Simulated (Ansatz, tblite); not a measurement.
# Sn10H16 hole sphere (Sn10H16): a ladder of methods and basis sets

The task here is to estimate one member of a computed series from the others.

Method: as each input shows; program: Ansatz 0.2.0, Gaussian basis.

Levels to be run: GFN1-xTB, GFN2-xTB, PBE-D4/def2-TZVP, r2SCAN-D4/def2-TZVP, LC-ωPBE/def2-TZVP, ωB97M-V/def2-TZVP, revPBE-D4/def2-TZVP, LC-ωPBE(0.10)/def2-SVP, LC-ωPBE(0.15)/def2-SVP, LC-ωPBE(0.20)/def2-SVP, LC-ωPBE(0.30)/def2-SVP, PBE-D4/def2-SVP, PBE0-D4/def2-SVP, MP2/def2-TZVP, RPA/def2-TZVP.

2 further runs of the same task are left out: 1 that didn't finish, 1 set aside as unsound or not needed.

### The structure

The singlet was relaxed beforehand with PBE-D4/def2-SVP.

26 atoms, charge 0, spin multiplicity 1.

Bond lengths: Sn1–Sn5 2.816 Å, Sn1–Sn7 2.815 Å, Sn1–Sn8 2.816 Å, Sn1–H11 1.741 Å, Sn2–Sn6 2.816 Å, Sn2–Sn7 2.815 Å, Sn2–Sn9 2.815 Å, Sn2–H12 1.743 Å, Sn3–Sn5 2.816 Å, Sn3–Sn6 2.816 Å, Sn3–Sn10 2.815 Å, Sn3–H13 1.743 Å, Sn4–Sn8 2.815 Å, Sn4–Sn9 2.816 Å, Sn4–Sn10 2.816 Å, Sn4–H14 1.741 Å, Sn5–H15 1.737 Å, Sn5–H16 1.737 Å and more. Angles: Sn5–Sn1–Sn7 109.4°, Sn5–Sn1–Sn8 109.4°, Sn5–Sn1–H11 109.6°, Sn7–Sn1–Sn8 109.5°, Sn7–Sn1–H11 109.6°, Sn8–Sn1–H11 109.4°, Sn6–Sn2–Sn7 109.3°, Sn6–Sn2–Sn9 109.4°, Sn6–Sn2–H12 109.8°, Sn7–Sn2–Sn9 109.2°, Sn7–Sn2–H12 109.6°, Sn9–Sn2–H12 109.5°, Sn5–Sn3–Sn6 109.3°, Sn5–Sn3–Sn10 109.3°, Sn5–Sn3–H13 109.6°, Sn6–Sn3–Sn10 109.2°, Sn6–Sn3–H13 109.7°, Sn10–Sn3–H13 109.7° and more.

As a file:

```mol
H16Sn10
  3D, bonds by distance, orders not assigned

 26 28  0  0  0  0  0  0  0  0999 V2000
   -1.6249    1.6236   -1.6298 Sn  0  0
    1.6308   -1.6311   -1.6262 Sn  0  0
   -1.6313   -1.6292    1.6290 Sn  0  0
    1.6256    1.6301    1.6265 Sn  0  0
   -3.2492   -0.0024   -0.0031 Sn  0  0
    0.0011   -3.2485    0.0035 Sn  0  0
    0.0024   -0.0062   -3.2493 Sn  0  0
   -0.0033    3.2504   -0.0009 Sn  0  0
    3.2475    0.0039   -0.0025 Sn  0  0
   -0.0031    0.0017    3.2463 Sn  0  0
   -2.6287    2.6299   -2.6359 H   0  0
    2.6415   -2.6349   -2.6306 H   0  0
   -2.6395   -2.6348    2.6338 H   0  0
    2.6286    2.6362    2.6335 H   0  0
   -4.2777   -0.9940   -0.9916 H   0  0
   -4.2804    0.9886    0.9829 H   0  0
   -0.9920   -4.2720   -0.9882 H   0  0
    0.9871   -4.2843    0.9891 H   0  0
   -0.9894   -0.9951   -4.2765 H   0  0
    0.9914    0.9808   -4.2816 H   0  0
    0.9877    4.2772   -0.9926 H   0  0
   -0.9960    4.2821    0.9828 H   0  0
    4.2671    0.9976   -0.9998 H   0  0
    4.2896   -0.9750    0.9845 H   0  0
   -0.9951    0.9879    4.2769 H   0  0
    0.9865   -0.9903    4.2736 H   0  0
  1  5  8  0
  1  7  8  0
  1  8  8  0
  1 11  8  0
  2  6  8  0
  2  7  8  0
  2  9  8  0
  2 12  8  0
  3  5  8  0
  3  6  8  0
  3 10  8  0
  3 13  8  0
  4  8  8  0
  4  9  8  0
  4 10  8  0
  4 14  8  0
  5 15  8  0
  5 16  8  0
  6 17  8  0
  6 18  8  0
  7 19  8  0
  7 20  8  0
  8 21  8  0
  8 22  8  0
  9 23  8  0
  9 24  8  0
 10 25  8  0
 10 26  8  0
M  END
```

Sn takes a core potential in the def2 sets. No spin-orbit coupling is included.

PBE0-D4/def2-TZVP was run before; its log isn't repeated, and its numbers join the tables.

Set-up of the first run:

Tight binding, by tblite at 300 K electronic temperature and without a spin-polarisation term:

```python
tblite.interface.Calculator('GFN1-xTB', numbers, positions, charge=0, uhf=0).singlepoint()
```

Tight binding, by tblite at 300 K electronic temperature and without a spin-polarisation term:

```python
tblite.interface.Calculator('GFN2-xTB', numbers, positions, charge=0, uhf=0).singlepoint()
```

start.molden holds the orbitals of an earlier run on this state, given as this run's starting guess.

in.yaml

```yaml
crystal:
  periodic: [false, false, false]
  atoms:
    - {symbol: Sn, position_ang: [-1.624925, 1.623576, -1.629804]}
    - {symbol: Sn, position_ang: [1.630760, -1.631128, -1.626164]}
    - {symbol: Sn, position_ang: [-1.631311, -1.629150, 1.629022]}
    - {symbol: Sn, position_ang: [1.625560, 1.630064, 1.626492]}
    - {symbol: Sn, position_ang: [-3.249165, -0.002429, -0.003086]}
    - {symbol: Sn, position_ang: [0.001058, -3.248513, 0.003456]}
    - {symbol: Sn, position_ang: [0.002397, -0.006170, -3.249268]}
    - {symbol: Sn, position_ang: [-0.003348, 3.250363, -0.000865]}
    - {symbol: Sn, position_ang: [3.247452, 0.003905, -0.002458]}
    - {symbol: Sn, position_ang: [-0.003057, 0.001716, 3.246263]}
    - {symbol: H, position_ang: [-2.628720, 2.629916, -2.635880]}
    - {symbol: H, position_ang: [2.641493, -2.634882, -2.630557]}
    - {symbol: H, position_ang: [-2.639512, -2.634785, 2.633754]}
    - {symbol: H, position_ang: [2.628638, 2.636226, 2.633549]}
    - {symbol: H, position_ang: [-4.277652, -0.994002, -0.991569]}
    - {symbol: H, position_ang: [-4.280423, 0.988644, 0.982913]}
    - {symbol: H, position_ang: [-0.991960, -4.271989, -0.988157]}
    - {symbol: H, position_ang: [0.987097, -4.284339, 0.989080]}
    - {symbol: H, position_ang: [-0.989383, -0.995141, -4.276528]}
    - {symbol: H, position_ang: [0.991375, 0.980849, -4.281606]}
    - {symbol: H, position_ang: [0.987746, 4.277172, -0.992551]}
    - {symbol: H, position_ang: [-0.995973, 4.282075, 0.982753]}
    - {symbol: H, position_ang: [4.267136, 0.997562, -0.999828]}
    - {symbol: H, position_ang: [4.289588, -0.974965, 0.984492]}
    - {symbol: H, position_ang: [-0.995079, 0.987927, 4.276906]}
    - {symbol: H, position_ang: [0.986509, -0.990301, 4.273642]}
basis:
  gaussian: {orbitals: def2-TZVP, fitting: {mean_field: def2-universal-jkfit}, initial_orbitals: start.molden}
hamiltonian: {xc: pbe, dispersion: d4}
scf: {omitted_lower_state_checks: [starts]}
output: {forces: true, orbitals: {seedname: orbitals}}
```

Run with:

```
ansatz run in.yaml --threads 2 --pin off --events-out ev --progress --plain --max-ram 32768MiB --backend cuda --devices 0, --max-vram 18GiB
```

Among the steps run: PBE-D4/def2-TZVP; r2SCAN-D4/def2-TZVP; LC-ωPBE/def2-TZVP; ωB97M-V/def2-TZVP; revPBE-D4/def2-TZVP; LC-ωPBE(0.10)/def2-SVP; LC-ωPBE(0.15)/def2-SVP; LC-ωPBE(0.20)/def2-SVP; LC-ωPBE(0.30)/def2-SVP; PBE-D4/def2-SVP; PBE0-D4/def2-SVP; MP2/def2-TZVP; RPA/def2-TZVP.

One table of the session follows, with a row left open; its other results are not shown here.

It belongs to the step «Binding energy». 

| level | binding an atom (eV) |
| --- | --- |
| HF/def2-TZVP | 1.648 |
| PBE-D4/def2-SVP | 2.395 |
| PBE-D4/def2-TZVP | 2.406 |
| revPBE-D4/def2-TZVP | 2.331 |
| r2SCAN-D4/def2-TZVP | 2.424 |
| PBE0-D4/def2-SVP | ? |
| PBE0-D4/def2-TZVP | 2.408 |
| LC-ωPBE/def2-TZVP | 2.364 |
| ωB97M-V/def2-TZVP | 2.410 |
| MP2/def2-TZVP | 2.272 |

Q: Estimate the row for PBE0-D4/def2-SVP from the others.

The run gave: binding an atom (eV): 2.393. In the column «binding an atom (eV)» it lies between LC-ωPBE/def2-TZVP (2.364) and PBE-D4/def2-SVP (2.395).

To keep in mind: Free atoms were run apart at each level; binding is atoms less cluster, divided by the number of atoms, without zero-point or spin-orbit terms.
